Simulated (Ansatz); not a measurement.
**C3H12GaN: basis-set convergence**

One table from this session's results is given with a row withheld; the runs are named, their logs left out.

Method: one geometry, several basis sets; program: Ansatz 0.2.0, Gaussian basis.

The runs, in order: PBE0-D4/def2-SVP; ωB97M-V/def2-SVP; PBE0-D4/def2-QZVPP; ωB97M-V/def2-QZVPP; the functionals' def2-TZVPP values are taken from earlier runs.

### Structure used throughout

The geometry comes from an earlier relaxation with PBE0-D4 in a triple-zeta def2 set; it is a stationary point, not always the lowest conformer.

SMILES `C[NH2+][GaH-]([CH3])[CH3]`, 17 atoms, charge 0, spin multiplicity 1.

Atoms are counted from 1 here; the program's logs count them from 0.

Bond lengths: C1–N2 1.465 Å, C1–H6 1.093 Å, C1–H7 1.090 Å, C1–H8 1.090 Å, N2–Ga3 2.160 Å, N2–H9 1.014 Å, N2–H10 1.014 Å, Ga3–C4 1.994 Å, Ga3–C5 1.994 Å, Ga3–H11 1.594 Å, C4–H12 1.094 Å, C4–H13 1.094 Å, C4–H14 1.094 Å, C5–H15 1.094 Å, C5–H16 1.094 Å, C5–H17 1.094 Å. Angles: N2–C1–H6 112.8°, N2–C1–H7 108.9°, N2–C1–H8 108.9°, H6–C1–H7 109.1°, H6–C1–H8 109.1°, H7–C1–H8 108.0°, C1–N2–Ga3 114.9°, C1–N2–H9 110.8°, C1–N2–H10 110.8°, Ga3–N2–H9 106.7°, Ga3–N2–H10 106.7°, H9–N2–H10 106.6°, N2–Ga3–C4 100.0°, N2–Ga3–C5 100.0°, N2–Ga3–H11 96.4°, C4–Ga3–C5 118.2°, C4–Ga3–H11 117.4°, C5–Ga3–H11 117.4° and more.

As a file:

```mol
C3H12GaN
  3D, bonds by distance, orders not assigned

 17 16  0  0  0  0  0  0  0  0999 V2000
    0.6517    1.4337   -1.1936 C   0  0
    1.1803    0.8729    0.0521 N   0  0
   -0.0071   -0.7126    0.9122 Ga  0  0
    0.0618   -2.0421   -0.5717 C   0  0
   -1.7171    0.2639    1.2230 C   0  0
    1.2787    2.2325   -1.5983 H   0  0
    0.5693    0.6366   -1.9318 H   0  0
   -0.3481    1.8250   -1.0075 H   0  0
    1.2647    1.5912    0.7629 H   0  0
    2.1107    0.4952   -0.0894 H   0  0
    0.9307   -0.9714    2.1744 H   0  0
   -0.3667   -2.9923   -0.2402 H   0  0
    1.0861   -2.2537   -0.8933 H   0  0
   -0.5116   -1.7214   -1.4461 H   0  0
   -2.2326    0.5098    0.2902 H   0  0
   -2.3992   -0.3578    1.8100 H   0  0
   -1.5707    1.1900    1.7871 H   0  0
  1  2  8  0
  2  3  8  0
  3  4  8  0
  3  5  8  0
  1  6  8  0
  1  7  8  0
  1  8  8  0
  2  9  8  0
  2 10  8  0
  3 11  8  0
  4 12  8  0
  4 13  8  0
  4 14  8  0
  5 15  8  0
  5 16  8  0
  5 17  8  0
M  END
```

Set-up of the first run:

in.yaml

```yaml
crystal:
  periodic: [false, false, false]
  atoms:
    - {symbol: C, position_ang: [0.651720, 1.433702, -1.193558]}
    - {symbol: N, position_ang: [1.180286, 0.872936, 0.052067]}
    - {symbol: Ga, position_ang: [-0.007072, -0.712555, 0.912214]}
    - {symbol: C, position_ang: [0.061838, -2.042095, -0.571658]}
    - {symbol: C, position_ang: [-1.717123, 0.263894, 1.222985]}
    - {symbol: H, position_ang: [1.278726, 2.232494, -1.598309]}
    - {symbol: H, position_ang: [0.569297, 0.636557, -1.931842]}
    - {symbol: H, position_ang: [-0.348076, 1.824991, -1.007546]}
    - {symbol: H, position_ang: [1.264697, 1.591207, 0.762939]}
    - {symbol: H, position_ang: [2.110715, 0.495241, -0.089442]}
    - {symbol: H, position_ang: [0.930685, -0.971402, 2.174401]}
    - {symbol: H, position_ang: [-0.366694, -2.992262, -0.240156]}
    - {symbol: H, position_ang: [1.086113, -2.253722, -0.893257]}
    - {symbol: H, position_ang: [-0.511600, -1.721412, -1.446126]}
    - {symbol: H, position_ang: [-2.232624, 0.509770, 0.290158]}
    - {symbol: H, position_ang: [-2.399221, -0.357759, 1.810047]}
    - {symbol: H, position_ang: [-1.570669, 1.190014, 1.787083]}
basis:
  gaussian: {orbitals: def2-SVP}
hamiltonian: {xc: pbe0, dispersion: d4}
output: {orbitals: {seedname: orbitals}}
```

On the command line:

```bash
$ ansatz run in.yaml --threads 8 --pin off --events-out ev --progress --plain --max-ram 18278MiB
```

Steps of the session up to this table: PBE0-D4 in def2-SVP; ωB97M-V in def2-SVP; PBE0-D4 in def2-QZVPP; ωB97M-V in def2-QZVPP.

One of the session's tables, all rows but one given; the rest of the session is left out.

It belongs to the step «Density functionals: the series». 

| functional | basis | HOMO (eV) | LUMO (eV) |
| --- | --- | --- | --- |
| PBE0-D4 | def2-SVP | -6.76 | 0.84 |
| PBE0-D4 | def2-TZVPP | -6.84 | 0.27 |
| PBE0-D4 | def2-QZVPP | -6.86 | -0.07 |
| ωB97M-V | def2-SVP | ? | ? |
| ωB97M-V | def2-TZVPP | -9.08 | 1.69 |
| ωB97M-V | def2-QZVPP | -9.10 | 1.07 |

**Question.** Estimate the row for ωB97M-V, def2-SVP.

As computed: HOMO (eV): -9.00; LUMO (eV): 2.46. In the column «HOMO (eV)» it lies between ωB97M-V, def2-TZVPP (-9.08) and PBE0-D4, def2-QZVPP (-6.86).
